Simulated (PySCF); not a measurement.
# C5H7FO2Se: the cost of one run

Computed with PySCF 2.14.0 and routines of our own; the level stands in each step. Atoms count from 0.

## (1) The starting structure

16 atoms, charge 0, multiplicity 1; geometry from: GFN2-xTB.

## (2) Magnetic properties: GIAO PBE/pcSseg-1

What the job is given:

```
{"job": {"kind": "mag", "xc": "PBE", "basis": "pcSseg-1", "isotopologues": 0}, "charge": 0, "multiplicity": 1}
O     -0.316002     0.357488     2.225351
C     -0.921485     0.568180     1.215883
C     -0.493911     0.110940    -0.166116
Se    -0.017079     1.954029    -0.865845
C     -1.700261    -0.374045    -0.909152
O     -2.562844     0.346409    -1.328859
C      0.671428    -0.864662    -0.199363
C      1.948530    -0.313393     0.428996
F      2.980167    -1.178929     0.177894
H     -1.845552     1.173914     1.187909
H     -1.359699     2.168314    -1.363745
H     -1.759872    -1.471221    -1.002382
H      0.383656    -1.775743     0.332805
H      0.892367    -1.128976    -1.238086
H      2.229456     0.650104    -0.020686
H      1.863501    -0.213465     1.513986
```

Level: GIAO PBE/pcSseg-1 magnetisability, rotational g tensor and spin-rotation constants, non-relativistic, gas phase.

Started as:

```console
OMP_NUM_THREADS=1 python excited_run.py task.json out
```

One launch serves the whole session: the jobs run in the order shown.

**Question.** How long does this first job take on 1 thread of Intel Xeon 6975P-C, shared host, and how much memory does it need?

About 57 s, with a peak of 0.81 GiB.
